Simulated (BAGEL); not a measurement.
**Si2NH5F (SMILES F[SiH2]N[SiH2]): UHF/6-31G(d) (density fitting with qzvpp-jkfit, spherical functions)**

Aim: the vertical doublet–quartet gap of Si2NH5F at UHF/6-31G* (density fitting with qzvpp-jkfit, spherical functions), from 2 runs. 

The calculation is run with BAGEL 1.2.2.

### 1 The structure to begin with

Si2NH5F has 9 atoms, charge 0, and is taken as a doublet. SMILES: `F[SiH2]N[SiH2]`. The shape is that of a PBE0-D4/def2-TZVP optimisation. This is one conformer, not always the lowest.

Bond lengths: F1–Si2 1.600 Å, Si2–N3 1.712 Å, N3–Si4 1.736 Å, Si2–H5 1.480 Å, Si2–H6 1.477 Å, N3–H7 1.012 Å, Si4–H8 1.489 Å, Si4–H9 1.494 Å. Some angles: F1–Si2–N3 112.4°, Si2–N3–Si4 128.4°, F1–Si2–H5 106.1°, F1–Si2–H6 106.9°, N3–Si2–H5 109.2°, N3–Si2–H6 108.5°, Si2–N3–H7 115.7°, Si4–N3–H7 115.2°, N3–Si4–H8 106.6°, N3–Si4–H9 109.5°.

### 2 The energy at UHF/6-31G(d) (density fitting with qzvpp-jkfit, spherical functions)

File calc.json:

```json
{ "bagel" : [

{
  "title" : "molecule",
  "basis" : "6-31gs.json",
  "df_basis" : "qzvpp-jkfit",
  "angstrom" : true,
  "geometry" : [
    { "atom" : "F", "xyz" : [   -1.778200,    1.208900,   -1.181800 ] },
    { "atom" : "Si", "xyz" : [   -0.288000,    1.123600,   -0.604900 ] },
    { "atom" : "N", "xyz" : [    0.241500,   -0.491400,   -0.403000 ] },
    { "atom" : "Si", "xyz" : [    0.023600,   -1.533600,    0.967900 ] },
    { "atom" : "H", "xyz" : [    0.576300,    1.799100,   -1.598800 ] },
    { "atom" : "H", "xyz" : [   -0.302800,    1.779800,    0.718800 ] },
    { "atom" : "H", "xyz" : [    0.600400,   -0.942200,   -1.234500 ] },
    { "atom" : "H", "xyz" : [   -0.246300,   -0.650000,    2.136200 ] },
    { "atom" : "H", "xyz" : [    1.261800,   -2.340700,    1.182700 ] }
  ]
},
{
  "title" : "uhf",
  "nopen" : 1
},
{
  "title" : "print",
  "file" : "orbitals.molden",
  "orbitals" : true
}

]}
```

The basis set 6-31G* is read from a file made from the Basis Set Exchange's data (not shown).

Started as:

```sh
$ BAGEL_NUM_THREADS=1 BAGEL calc.json > calc.out
```

Log:

```text
* using 1 threads per process

  ===============================================================
  ===============================================================

  *** Geometry ***

  { "atom" : "F", "xyz" : [     -3.360311,      2.284490,     -2.233278 ] },
  { "atom" : "Si", "xyz" : [     -0.544241,      2.123296,     -1.143095 ] },
  { "atom" : "N", "xyz" : [      0.456369,     -0.928611,     -0.761560 ] },
  { "atom" : "Si", "xyz" : [      0.044598,     -2.898084,      1.829066 ] },
  { "atom" : "H", "xyz" : [      1.089049,      3.399806,     -3.021294 ] },
  { "atom" : "H", "xyz" : [     -0.572209,      3.363335,      1.358335 ] },
  { "atom" : "H", "xyz" : [      1.134592,     -1.780500,     -2.332867 ] },
  { "atom" : "H", "xyz" : [     -0.465440,     -1.228322,      4.036833 ] },
  { "atom" : "H", "xyz" : [      2.384456,     -4.423282,      2.234979 ] },

  Number of auxiliary basis functions:      500

  Since a DF basis is specified, we compute 2- and 3-index integrals:
    o Being stored without compression. Storage requirement is 0.022 GB

  Number of basis functions:       74
  Number of electrons      :       49

    * METHOD: MOLECULE                             0.26

  *** Open-shell HF ***

  === Nuclear Repulsion ===
   217.0452515446

      * DIIS with orbital gradients will be used.

  === UHF iteration (6-31gs.json) ===
      0       -734.45007626          0.04565631           0.13
      1       -734.61292417          0.02851046           0.13
      2       -734.66557863          0.01748955           0.13
      3       -734.69672049          0.00099243           0.13
      4       -734.69710683          0.00035431           0.12
      5       -734.69714529          0.00013792           0.12
      6       -734.69716222          0.00004246           0.12
      7       -734.69716516          0.00001147           0.12
      8       -734.69716558          0.00000441           0.12
      9       -734.69716570          0.00000163           0.12
     10       -734.69716572          0.00000078           0.13
     11       -734.69716572          0.00000039           0.13
     12       -734.69716572          0.00000018           0.13
     13       -734.69716572          0.00000010           0.13
     14       -734.69716572          0.00000005           0.13
     15       -734.69716572          0.00000002           0.14
     16       -734.69716572          0.00000001           0.13
     17       -734.69716572          0.00000001           0.14
    * SCF iteration converged.

    * S^2 (UHF) is 0.7533

    * Permanent dipole moment:
           (   -0.568899,     0.332354,     0.093326) a.u.

    * METHOD: UHF                                  2.47

    * METHOD: PRINT                                0.01

  ===============================================================
```

Run time: 2.9 s. Hardware: 1 thread of Arm Neoverse V1, shared host; peak memory 0.11 GiB.

### 3 The quartet, same level

File input.json:

```json
{ "bagel" : [

{
  "title" : "molecule",
  "basis" : "6-31gs.json",
  "df_basis" : "qzvpp-jkfit",
  "angstrom" : "true",
  "geometry" : [
    { "atom" : "F", "xyz" : [      -1.778200,       1.208900,      -1.181800 ] },
    { "atom" : "Si", "xyz" : [      -0.288000,       1.123600,      -0.604900 ] },
    { "atom" : "N", "xyz" : [       0.241500,      -0.491400,      -0.403000 ] },
    { "atom" : "Si", "xyz" : [       0.023600,      -1.533600,       0.967900 ] },
    { "atom" : "H", "xyz" : [       0.576300,       1.799100,      -1.598800 ] },
    { "atom" : "H", "xyz" : [      -0.302800,       1.779800,       0.718800 ] },
    { "atom" : "H", "xyz" : [       0.600400,      -0.942200,      -1.234500 ] },
    { "atom" : "H", "xyz" : [      -0.246300,      -0.650000,       2.136200 ] },
    { "atom" : "H", "xyz" : [       1.261800,      -2.340700,       1.182700 ] }
  ]
},

{
  "title" : "uhf",
  "nopen" : 3
},

{
  "title" : "print",
  "file" : "orbitals.molden",
  "orbitals" : "true"
}

]}
```

The basis set 6-31G* is read from a file made from the Basis Set Exchange's data (not shown).

Started as:

```sh
$ BAGEL_NUM_THREADS=1 BAGEL input.json > input.out
```

Log:

```text
* using 1 threads per process

  ===============================================================
  ===============================================================

  *** Geometry ***

  { "atom" : "F", "xyz" : [     -3.360311,      2.284490,     -2.233278 ] },
  { "atom" : "Si", "xyz" : [     -0.544241,      2.123296,     -1.143095 ] },
  { "atom" : "N", "xyz" : [      0.456369,     -0.928611,     -0.761560 ] },
  { "atom" : "Si", "xyz" : [      0.044598,     -2.898084,      1.829066 ] },
  { "atom" : "H", "xyz" : [      1.089049,      3.399806,     -3.021294 ] },
  { "atom" : "H", "xyz" : [     -0.572209,      3.363335,      1.358335 ] },
  { "atom" : "H", "xyz" : [      1.134592,     -1.780500,     -2.332867 ] },
  { "atom" : "H", "xyz" : [     -0.465440,     -1.228322,      4.036833 ] },
  { "atom" : "H", "xyz" : [      2.384456,     -4.423282,      2.234979 ] },

  Number of auxiliary basis functions:      500

  Since a DF basis is specified, we compute 2- and 3-index integrals:
    o Being stored without compression. Storage requirement is 0.022 GB

  Number of basis functions:       74
  Number of electrons      :       49

    * METHOD: MOLECULE                             0.27

  *** Open-shell HF ***

  === Nuclear Repulsion ===
   217.0452515446

      * DIIS with orbital gradients will be used.

  === UHF iteration (6-31gs.json) ===
      0       -733.99550286          0.04838997           0.13
      1       -734.14506497          0.04444069           0.13
      2       -734.26175264          0.03179207           0.13
      3       -734.41079015          0.00621115           0.13
      4       -734.43198856          0.00394552           0.13
      5       -734.44487890          0.00206033           0.13
      6       -734.44897338          0.00096087           0.13
      7       -734.44994405          0.00062541           0.13
      8       -734.45034795          0.00055735           0.13
      9       -734.45048205          0.00021755           0.13
     10       -734.45052317          0.00009345           0.13
     11       -734.45053267          0.00004773           0.13
     12       -734.45053496          0.00002106           0.14
     13       -734.45053560          0.00001093           0.14
     14       -734.45053578          0.00000596           0.13
     15       -734.45053582          0.00000284           0.13
     16       -734.45053583          0.00000141           0.13
     17       -734.45053583          0.00000086           0.13
     18       -734.45053583          0.00000056           0.13
     19       -734.45053583          0.00000028           0.13
     20       -734.45053583          0.00000015           0.13
     21       -734.45053583          0.00000008           0.13
     22       -734.45053583          0.00000004           0.13
     23       -734.45053583          0.00000003           0.13
     24       -734.45053583          0.00000002           0.13
     25       -734.45053583          0.00000001           0.13
    * SCF iteration converged.

    * S^2 (UHF) is 3.7633

    * Permanent dipole moment:
           (   -0.607888,    -0.857881,     0.777948) a.u.

    * METHOD: UHF                                  3.59

    * METHOD: PRINT                                0.01

  ===============================================================
```

It took 4.2 s on 1 thread of Arm Neoverse V1, shared host; peak memory 0.11 GiB.

### 4 Results

At UHF/6-31G* (density fitting with qzvpp-jkfit, spherical functions):

| quantity | value |
| --- | --- |
| doublet: total energy | -734.69717 Eh |
| doublet: dipole moment | 1.69 D |
| doublet: ⟨S²⟩ | 0.753 |
| quartet: total energy | -734.45054 Eh |
| quartet: dipole moment | 3.32 D |
| quartet: ⟨S²⟩ | 3.763 |
| vertical energy of the quartet above the doublet | 6.711 eV |

What this shows: At this shape the quartet lies 6.71 eV (648 kJ/mol) above the doublet.
